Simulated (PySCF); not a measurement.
# C3H8FNSi: the cost of one run

Computed with PySCF 2.14.0, with density-fitted response routines of our own, on a single molecule in the gas phase. Atoms are numbered from 0 throughout.

## (1) Starting geometry

14 atoms, charge 0, multiplicity 1; geometry from: GFN2-xTB. The atoms were then displaced at random by about 0.01 Å, so the start is not that level's minimum.

Bonds of the start (Å): C0–C1 1.30, C1–C2 1.51, C2–F3 1.38, C1–Si4 1.90, Si4–N5 1.73, C0–H6 1.10, C0–H7 1.09, C2–H8 1.07, C2–H9 1.09, Si4–H10 1.45, Si4–H11 1.48, N5–H12 1.01, N5–H13 0.99.

## (2) Relaxing the molecule at PBE0-D3(BJ)/def2-SVP

What the job is given:

```
{"job": {"xc": "PBE0", "basis": "def2-SVP", "d3": "d3bj", "grid": 1, "shake": 0.01, "kind": "geom"}, "charge": 0, "multiplicity": 1}
C     -0.691500     1.480840    -0.086580
C     -0.601640     0.182700    -0.081370
C     -1.823220    -0.669960    -0.318970
F     -1.698080    -1.845470     0.393110
Si     1.024240    -0.765500     0.146530
N      2.270370     0.436520     0.178240
H     -1.650900     2.002740    -0.234980
H      0.161110     2.151110     0.019160
H     -1.868590    -0.948550    -1.348860
H     -2.737090    -0.178490     0.002340
H      1.298090    -1.579770    -1.015790
H      0.917820    -1.592580     1.367000
H      2.182320     1.198560     0.832970
H      3.209930     0.112770     0.139440
```

Started as:

```console
> OMP_NUM_THREADS=1 python probes_run.py task.json out
```

This one command runs all jobs of the session in turn.

Q: Estimate the wall time and peak memory of this first job on 1 thread of Arm Neoverse V1, shared host.

About 3.5 min, with a peak of 0.49 GiB.
